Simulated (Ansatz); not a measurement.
# Sb: the cost of one run

Computed with Ansatz 0.2.0 (DFT PBEsol, scalar-relativistic, unless a step's input says otherwise).

## (1) The starting structure

It takes space group Pm-3m (No. 221, cubic). The conventional cell has a = 3.160 Å, b = 3.160 Å, c = 3.160 Å, α = 90.00°, β = 90.00°, γ = 90.00°. Around Sb (site symmetry m-3m) lie 6 Sb at 3.16 Å.

As a file:

```
Sb
1.0
     3.16000    0.00000    0.00000
     0.00000    3.16000    0.00000
     0.00000    0.00000    3.16000
Sb
1
Direct
  0.00000 0.00000 0.00000
```

## (2) The deformed structure

Space group Pm-3m before, R-3m after.

## (3) All-electron LAPW

input.yaml

```yaml
crystal:
  lattice:
    - [3.16, -0.0158, -0.0158]
    - [-0.0158, 3.16, -0.0158]
    - [-0.0158, -0.0158, 3.16]
  atoms:
    - { symbol: Sb, position: [0.0, 0.0, 0.0] }
kpoints:
  mp_grid: { grid: [13, 13, 13] }
  band_path:
    path:
      - [0.0, 0.0, 0.0]
      - [0.5, 0.0, 0.0]
      - [0.5, -0.5, 0.5]
      - [0.4901240068, -0.5098759932, 0.4901240068]
      - [0.4901240068, 0.4901240068, 0.4901240068]
      - [0.0, 0.0, 0.0]
      - [0.5, -0.5, 0.0]
    npoints: 5
scf:
  occupations: { method: fermi_dirac, width: 0.05 }
hamiltonian:
  xc: pbesol
  pseudopotentials: { kind: all_electron, lapw: { basis_error: 0.001 } }
output:
  forces: true
  stress: true
  eigenvalues: true
```

On the command line:

```
ansatz run input.yaml --threads 1 --pin off --max-ram 3072MiB --backend cpu --events-out ev --progress --plain --runs-dir out
```

What time and memory should one allow on 1 thread of Arm Neoverse V1, shared host?

About 18 s, with a peak of 0.36 GiB.
